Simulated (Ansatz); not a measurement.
# SiCl3O (SMILES [O][Si](Cl)(Cl)Cl): UB3LYP/6-31G(d) (spherical functions)

What is the energy change on altering one bond length of SiCl3O at UB3LYP/6-31G* (spherical functions)? 

The calculation is run with Ansatz 0.2.0.

61 further runs of the same task are left out: 10 that didn't finish, 51 set aside as unsound or not needed. Runs told in other sessions of the task aren't counted.

## Step 1: The structure to begin with

SiCl3O: 5 atoms, total charge 0, spin state doublet. As SMILES, `[O][Si](Cl)(Cl)Cl`. Geometry: relaxed at PBE0-D4/def2-TZVP.

Bond lengths: O1–Si2 1.645 Å, Si2–Cl3 2.018 Å, Si2–Cl4 2.020 Å, Si2–Cl5 2.018 Å. Angles: O1–Si2–Cl3 111.8°, O1–Si2–Cl4 100.7°, O1–Si2–Cl5 111.8°, Cl3–Si2–Cl4 111.9°, Cl3–Si2–Cl5 108.6°, Cl4–Si2–Cl5 111.9°.

## Step 2: The energy at UB3LYP/6-31G(d) (spherical functions)

File job.yaml:

```yaml
crystal:
  periodic: [false, false, false]
  atoms:
    - {symbol: O, position_ang: [0.815000, -1.070800, 1.039300]}
    - {symbol: Si, position_ang: [0.038600, -0.018800, 0.041000]}
    - {symbol: Cl, position_ang: [-1.536500, 0.855600, 0.950500]}
    - {symbol: Cl, position_ang: [-0.542800, -1.265500, -1.438700]}
    - {symbol: Cl, position_ang: [1.275600, 1.425900, -0.633600]}
basis:
  gaussian:
    orbitals: 6-31G_st_-spherical.json
accuracy: high
hamiltonian:
  xc: {name: B3LYP}
magnetization:
  spin_polarized: true
  initial_magnetization: 1
output:
  orbitals: {seedname: orbitals}
```

The basis set 6-31G* is read from a file made from the Basis Set Exchange's data (not shown).

Launch:

```bash
$ ansatz run job.yaml --threads 1 --pin off --max-ram 3480MiB --events-out events.jsonl --progress --plain --runs-dir runs
```

What it wrote:

```text
Warning: RAYON_NUM_THREADS=1 ignored (pool sized by the plan → 1); use --threads N
Functional definition: B3LYP
  name "B3LYP"
  parameter a0 = 0.2
  parameter ax = 0.72
  parameter ac = 0.81
  exchange = (1 - a0 - ax)*slater_x + ax*b88_x + a0*exact_x
  correlation = (1 - ac)*vwn_rpa_c + ac*lyp_c
1749 factors; integrals over basis functions are off by at most 4.6e-9 eV
mean field evaluation 1: about -47482.0613 eV, gradient 4.8e1 eV
mean field evaluation 2: about -47308.0362 eV, gradient 1.4e2 eV
mean field evaluation 4: about -47494.0477 eV, gradient 9.1e0 eV
mean field evaluation 8: about -47494.4669 eV, gradient 3.7e-1 eV
mean field evaluation 16: about -47494.6068 eV, gradient 2.4e-3 eV
mean field evaluation 32: about -47494.6068 eV, gradient 6.1e-6 eV
mean field -47494.60680112 eV, -1745.3946069403 hartree, gradient 5.8e-8 eV, S^2 0.753327; 2 other end points of the search recorded, 0 dependent functions left out
reference -47494.60683923 eV, -1745.3946083410 hartree; 37, 36 occupied and 49, 50 virtual orbitals, 1749 factors
Total energy: -47494.60683923 eV, -1745.3946083410 hartree
```

It took 30 s on 1 thread of Arm Neoverse V2, shared host; peak memory 0.52 GiB.

## Step 3: The distorted shape

File job.yaml:

```yaml
crystal:
  periodic: [false, false, false]
  atoms:
    - symbol: O
      position_ang: [-0.174576, -2.226532, 1.578967]
    - symbol: Si
      position_ang: [-0.950976, -1.174532, 0.580667]
    - symbol: Cl
      position_ang: [-2.526076, -0.300132, 1.490167]
    - symbol: Cl
      position_ang: [-1.532376, -2.421232, -0.899033]
    - symbol: Cl
      position_ang: [1.275600, 1.425900, -0.633600]
basis:
  gaussian:
    orbitals: 6-31G_st_-spherical.json
magnetization:
  spin_polarized: true
  initial_magnetization: 1
hamiltonian:
  xc: {name: B3LYP}
output:
  orbitals: {seedname: orbitals}
accuracy: high
```

The basis set 6-31G* is read from a file made from the Basis Set Exchange's data (not shown).

Launch:

```bash
$ ansatz run job.yaml --threads 1 --pin off --max-ram 3480MiB --events-out events.jsonl --progress --plain --runs-dir runs
```

What it wrote:

```text
Warning: RAYON_NUM_THREADS=1 ignored (pool sized by the plan → 1); use --threads N
[... 7 set-up lines as earlier in the session ...]
1690 factors; integrals over basis functions are off by at most 3.3e-9 eV
mean field evaluation 1: about -47481.0949 eV, gradient 4.7e1 eV
mean field evaluation 2: about -47309.3309 eV, gradient 1.4e2 eV
mean field evaluation 4: about -47479.8894 eV, gradient 4.0e1 eV
mean field evaluation 8: about -47491.0505 eV, gradient 5.4e-1 eV
mean field evaluation 16: about -47491.1657 eV, gradient 8.5e-2 eV
mean field evaluation 32: about -47491.2609 eV, gradient 3.2e-3 eV
mean field evaluation 64: about -47491.2223 eV, gradient 1.7e0 eV
mean field -47491.26090153 eV, -1745.2716473985 hartree, gradient 2.9e-8 eV, S^2 0.955570; 7 other end points of the search recorded, 0 dependent functions left out
reference -47491.26094449 eV, -1745.2716489770 hartree; 37, 36 occupied and 49, 50 virtual orbitals, 1690 factors
Total energy: -47491.26094449 eV, -1745.2716489770 hartree
```

Run time: 47 s. Hardware: 1 thread of Arm Neoverse V2, shared host; peak memory 0.51 GiB.

## Step 4: What came out

At UB3LYP/6-31G* (spherical functions):

| quantity | value |
| --- | --- |
| first shape: total energy | -1745.39461 Eh |
| first shape: HOMO energy (highest over α and β) | -9.22 eV |
| first shape: LUMO energy (lowest over α and β) | -6.11 eV |
| first shape: ⟨S²⟩ | 0.753 |
| distorted shape: total energy | -1745.27165 Eh |
| distorted shape: HOMO energy (highest over α and β) | -8.21 eV |
| distorted shape: LUMO energy (lowest over α and β) | -6.84 eV |
| distorted shape: ⟨S²⟩ | 0.956 |
| energy change with the Si2–Cl5 bond stretched from 2.018 to 3.632 Å | 3.346 eV |

**Reading.** With the Si2–Cl5 bond stretched from 2.018 to 3.632 Å the energy rises by 3.35 eV (323 kJ/mol). The first shape isn't relaxed at this level, so the change isn't measured from a minimum. ⟨S²⟩ (distorted shape) is 0.96 where a pure doublet has 0.75: the reference is spin-contaminated.
